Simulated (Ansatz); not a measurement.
# CO on Pd (Palladium) (111)

An exercise on one series of results from a longer session: the logs are not shown, and one member is left open.

Method: DFT PBE+D3(BJ), scalar-relativistic, plane waves, PAW, in Ansatz 0.2.0.

## The system as given

It takes space group Fm-3m (No. 225, cubic). Conventional cell: a = 3.889 Å, b = 3.889 Å, c = 3.889 Å, α = 90.00°, β = 90.00°, γ = 90.00°. Around Pd (site symmetry m-3m) lie 12 Pd at 2.75 Å.

Structure file:

```cif
data_structure
_symmetry_space_group_name_H-M 'Fm-3m'
_symmetry_Int_Tables_number 225
_cell_length_a 3.8895
_cell_length_b 3.8895
_cell_length_c 3.8895
_cell_angle_alpha 90.000
_cell_angle_beta 90.000
_cell_angle_gamma 90.000
_cell_volume 58.84
loop_
_atom_site_label
_atom_site_type_symbol
_atom_site_symmetry_multiplicity
_atom_site_Wyckoff_symbol
_atom_site_fract_x
_atom_site_fract_y
_atom_site_fract_z
_atom_site_occupancy
Pd1 Pd 4 a 0.00000 0.00000 0.00000 1
```

It is the result of an earlier relaxation at this level (volume 14.71 Å³/atom; gap on the mesh: none (metal)).

A (111) slab, 6.7 Å thick as cut, with 17 Å of vacuum, in a 2×2 surface cell; its outer planes are Pd (top) and Pd (bottom).

The slab as cut. Its planes from the bottom up:

```tsv
plane	atoms per cell	height over the lowest (Å)
1	Pd4	0.00
2	Pd4	2.25
3	Pd4	4.49
4	Pd4	6.74
```

Set-up of the first run:

Miller indices refer to the conventional cell of the relaxed bulk, Fm-3m (No. 225): a = 3.889 Å, b = 3.889 Å, c = 3.889 Å, α = 90.00°, β = 90.00°, γ = 90.00°.

input.yaml reads:

```yaml
crystal:
  lattice:
    - [5.5005447805, 0.0, 0.0]
    - [-2.7502723903, 4.7636115146, 0.0]
    - [0.0, 0.0, 23.7367640098]
  atoms:
    - { symbol: Pd, position: [0.3333333333, 0.1666666667, 0.3580943045] }
    - { symbol: Pd, position: [0.3333333333, 0.6666666667, 0.3580943045] }
    - { symbol: Pd, position: [0.8333333333, 0.1666666667, 0.3580943045] }
    - { symbol: Pd, position: [0.8333333333, 0.6666666667, 0.3580943045] }
    - { symbol: Pd, position: [0.6666666667, 0.3333333333, 0.4526981015] }
    - { symbol: Pd, position: [0.6666666667, 0.8333333333, 0.4526981015] }
    - { symbol: Pd, position: [0.1666666667, 0.3333333333, 0.4526981015] }
    - { symbol: Pd, position: [0.1666666667, 0.8333333333, 0.4526981015] }
    - { symbol: Pd, position: [0.0, 0.5, 0.5473018985] }
    - { symbol: Pd, position: [0.0, 0.0, 0.5473018985] }
    - { symbol: Pd, position: [0.5, 0.5, 0.5473018985] }
    - { symbol: Pd, position: [0.5, 0.0, 0.5473018985] }
    - { symbol: Pd, position: [0.3333333333, 0.6666666667, 0.6419056955] }
    - { symbol: Pd, position: [0.3333333333, 0.1666666667, 0.6419056955] }
    - { symbol: Pd, position: [0.8333333333, 0.6666666667, 0.6419056955] }
    - { symbol: Pd, position: [0.8333333333, 0.1666666667, 0.6419056955] }
basis:
  ecutwfc: 420
kpoints:
  mp_grid: { grid: [6, 6, 1] }
hamiltonian:
  xc: pbe
  dispersion: d3bj
scf:
  occupations: { method: gaussian, width: 0.1 }
output:
  forces: true
  eigenvalues: true
  write_density: true
  write_potential: true
  elf: true
  volumetric_format: npy
relax:
  adjacent_minimum: "off"
  f_tol: 0.03
  max_steps: 70
  constraints: [{ sites: [0, 1, 2, 3, 4, 5, 6, 7] }]
efield:
  axis: 3
  dipole_correction: true
```

Launch:

```
$ ansatz run input.yaml --threads 4 --pin off --max-ram 10240MiB --backend cpu --events-out ev --progress --plain --runs-dir out
```

Among the steps run: Relaxing the clean slab; Start: CO, top (Pd); Start: CO, hollow (nearest Pd); Start: CO, bridge (Pd-Pd).

One table of the session follows, with a row left open; its other results are not shown here.

It belongs to the step «CO: energies by site». 

| start | height (Å) | Δφ, top (eV) | Δ dipole (e·Å) |
| --- | --- | --- | --- |
| top (Pd) at (0.33, 0.67) | 1.85 | +0.12 | -0.018 |
| hollow (nearest Pd) at (0.00, 0.00) | ? | ? | ? |
| bridge (Pd-Pd) at (0.08, 0.17) | 1.31 | +0.96 | -0.140 |
| hollow (nearest Pd) at (0.17, 0.33) | 1.32 | +0.96 | -0.140 |

Estimate the missing values for hollow (nearest Pd) at (0.00, 0.00).

**Answer.** height (Å): 1.32; Δφ, top (eV): +1.00; Δ dipole (e·Å): -0.144.

Caveats from the session: A start on a symmetric site keeps its symmetry, so an end may be a saddle point and not a minimum. Warnings in the runs' records: xc potential rough in thin density.
